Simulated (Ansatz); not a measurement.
# H: the cost of one run

Program: Ansatz 0.2.0. Level of theory: DFT PBE+D3(BJ), plane waves, PAW, scalar-relativistic, no spin polarisation. These are calculated values, not measurements.

## 1. The structure to begin with

The cell holds 16 atoms (H16): a = 6.214 Å, b = 6.214 Å, c = 6.214 Å, α = 90.00°, β = 90.00°, γ = 90.00°.

Coordinates:

```
H
1.0
     6.21446    0.00000    0.00000
     0.00000    6.21446    0.00000
     0.00000    0.00000    6.21446
H
16
Direct
  0.81190 0.90789 0.50787
  0.85645 0.01503 0.48321
  0.52143 0.84138 0.16518
  0.40660 0.83856 0.13560
  0.46160 0.41552 0.19534
  0.42812 0.52925 0.19907
  0.79613 0.45916 0.02842
  0.77642 0.52197 0.92975
  0.05869 0.42829 0.99271
  0.05560 0.42736 0.87414
  0.88599 0.81597 0.19887
  0.88127 0.81043 0.08048
  0.27115 0.99861 0.41124
  0.27009 0.01499 0.29376
  0.83802 0.41937 0.42362
  0.75283 0.50175 0.41837
```

## 2. Relaxing the start

Input file input.yaml:

```yaml
crystal:
  lattice:
    - [6.214465, 0.0, 0.0]
    - [0.0, 6.214465, 0.0]
    - [0.0, 0.0, 6.214465]
  atoms:
    - { symbol: H, position: [0.8119014, 0.9078931, 0.5078707] }
    - { symbol: H, position: [0.8564536, 1.015028, 0.4832102] }
    - { symbol: H, position: [0.5214344, 0.8413829, 0.1651811] }
    - { symbol: H, position: [0.4065968, 0.8385594, 0.135596] }
    - { symbol: H, position: [0.4615984, 0.4155178, 0.1953407] }
    - { symbol: H, position: [0.4281179, 0.5292546, 0.1990739] }
    - { symbol: H, position: [0.7961346, 0.4591558, 1.0284174] }
    - { symbol: H, position: [0.7764245, 0.5219745, 0.929745] }
    - { symbol: H, position: [0.0586859, 0.4282913, 0.9927133] }
    - { symbol: H, position: [0.0555977, 0.4273609, 0.8741361] }
    - { symbol: H, position: [0.885988, 0.8159681, 0.1988741] }
    - { symbol: H, position: [0.8812674, 0.8104337, 0.0804763] }
    - { symbol: H, position: [0.2711521, -0.0013878, 0.4112393] }
    - { symbol: H, position: [0.2700857, 0.0149899, 0.2937592] }
    - { symbol: H, position: [0.8380169, 0.4193686, 0.4236217] }
    - { symbol: H, position: [0.7528261, 0.5017452, 0.4183702] }
basis:
  ecutwfc: 420.0
kpoints:
  mp_grid: { grid: [1, 1, 1] }
hamiltonian:
  xc: pbe
  dispersion: d3bj
scf:
  occupations: { method: fermi_dirac, width: 0.02 }
  lower_state_search: "off"
relax:
  f_tol: 0.3
  max_steps: 15
  adjacent_minimum: "off"
```

Started as:

```console
$ ansatz run input.yaml --threads 1 --pin off --max-ram 3072MiB --backend cpu --events-out ev --progress --plain --runs-dir out
```

**Question.** How long does this run take on 1 thread of Arm Neoverse V2, shared host, and how much memory does it need?

About 2 s, with a peak of 0.28 GiB.
